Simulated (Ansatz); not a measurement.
# GeH3O radical (SMILES [O][GeH3]): single points off equilibrium

The atoms stand at a structure displaced at random from a GFN2-xTB minimum. How far do the functionals agree with CCSD(T) there?

Method: single points in def2-TZVPP; program: Ansatz 0.2.0, Gaussian basis.

Correlated methods freeze the cores. Filled d shells of the heavier atoms are correlated. Orbitals are unrestricted.

## 1. The system as given

SMILES `[O][GeH3]`, 5 atoms, charge 0, spin multiplicity 2.

Atoms are counted from 1 here; the program's logs count them from 0.

Bond lengths: O1–Ge2 1.932 Å, Ge2–H3 1.304 Å, Ge2–H4 1.349 Å, Ge2–H5 1.619 Å. Angles: O1–Ge2–H3 111.1°, O1–Ge2–H4 103.3°, O1–Ge2–H5 92.5°, H3–Ge2–H4 129.8°, H3–Ge2–H5 107.9°, H4–Ge2–H5 105.8°.

As a file:

```xyz
5
GeH3O
O    -1.4464    0.4105    0.7090
Ge    0.1360   -0.1836   -0.2263
H     0.0058   -0.0303   -1.5144
H     0.5269   -1.2647    0.4801
H     1.0181    1.0532    0.3342
```

## 2. CCSD(T)/def2-TZVPP

run/in.yaml reads:

```yaml
crystal:
  periodic: [false, false, false]
  atoms:
    - {symbol: O, position_ang: [-1.446400, 0.410500, 0.709000]}
    - {symbol: Ge, position_ang: [0.136000, -0.183600, -0.226300]}
    - {symbol: H, position_ang: [0.005800, -0.030300, -1.514400]}
    - {symbol: H, position_ang: [0.526900, -1.264700, 0.480100]}
    - {symbol: H, position_ang: [1.018100, 1.053200, 0.334200]}
basis:
  gaussian: {orbitals: def2-TZVPP}
magnetization: {spin_polarized: true, initial_magnetization: 1}
correlation: {method: ccsd_t}
scf: {omitted_lower_state_checks: [cluster_reference]}
output: {forces: true}
```

The command line of these runs was not kept.

## 3. PBE0-D4/def2-TZVPP

run/in.yaml, as its differences from that of step 2:

```diff
@@ -11,4 +11,3 @@
 magnetization: {spin_polarized: true, initial_magnetization: 1}
-correlation: {method: ccsd_t}
-scf: {omitted_lower_state_checks: [cluster_reference]}
-output: {forces: true}
+hamiltonian: {xc: pbe0, dispersion: d4}
+output: {forces: true, orbitals: {seedname: orbitals}}
```

## 4. wB97M-V/def2-TZVPP

run/in.yaml, as its differences from that of step 3:

```diff
@@ -11,3 +11,3 @@
 magnetization: {spin_polarized: true, initial_magnetization: 1}
-hamiltonian: {xc: pbe0, dispersion: d4}
-output: {forces: true, orbitals: {seedname: orbitals}}
+hamiltonian: {xc: {name: wB97M-V}}
+output: {forces: true}
```

## 5. r2SCAN-D4/def2-TZVPP

run/in.yaml, as its differences from that of step 4:

```diff
@@ -11,3 +11,3 @@
 magnetization: {spin_polarized: true, initial_magnetization: 1}
-hamiltonian: {xc: {name: wB97M-V}}
+hamiltonian: {xc: r2scan, dispersion: d4}
 output: {forces: true}
```

## 6. PBE-D4/def2-TZVPP

run/in.yaml, as its differences from that of step 5:

```diff
@@ -11,3 +11,3 @@
 magnetization: {spin_polarized: true, initial_magnetization: 1}
-hamiltonian: {xc: r2scan, dispersion: d4}
+hamiltonian: {xc: pbe, dispersion: d4}
 output: {forces: true}
```

## 7. revPBE-D4/def2-TZVPP

run/in.yaml, as its differences from that of step 6:

```diff
@@ -11,3 +11,3 @@
 magnetization: {spin_polarized: true, initial_magnetization: 1}
-hamiltonian: {xc: pbe, dispersion: d4}
+hamiltonian: {xc: {name: revPBE}, dispersion: d4}
 output: {forces: true}
```

## 8. LC-wPBE/def2-TZVPP

run/in.yaml, as its differences from that of step 7:

```diff
@@ -11,3 +11,3 @@
 magnetization: {spin_polarized: true, initial_magnetization: 1}
-hamiltonian: {xc: {name: revPBE}, dispersion: d4}
+hamiltonian: {xc: {name: LC-wPBE}}
 output: {forces: true}
```

(Steps that only read results are left out.)

**Question.** What will these runs give? Wanted: energy less free atoms, CCSD(T)/def2-TZVPP; RMS force component; RMS force error; HOMO and LUMO, PBE0-D4; T1 diagnostic.

**Answer**, as computed:

```
                                  quantity                                                                                             value
energy less free atoms, CCSD(T)/def2-TZVPP                                                                                        -11.312 eV
                       RMS force component                                                              2.949 to 3.041 eV/Å over the methods
                           RMS force error  PBE0-D4 0.072, wB97M-V 0.023, r2SCAN-D4 0.076, PBE-D4 0.199, revPBE-D4 0.218, LC-wPBE 0.087 eV/Å
                    HOMO and LUMO, PBE0-D4                                                                                -7.93 and -3.29 eV
                             T1 diagnostic                                                                                             0.016
```

Against CCSD(T) the functionals' energies less atoms differ by -0.367 to +0.086 eV, PBE-D4 by -0.225 eV. The reference is not at the basis limit: in triple zeta CCSD(T) underbinds, which counts against methods that bind more; the gaps are no ranking. The forces of wB97M-V come nearest to CCSD(T), those of revPBE-D4 are farthest. Frozen-core CCSD(T) forces in triple zeta carry basis errors of their own, and this is one geometry, so small gaps rank nothing.
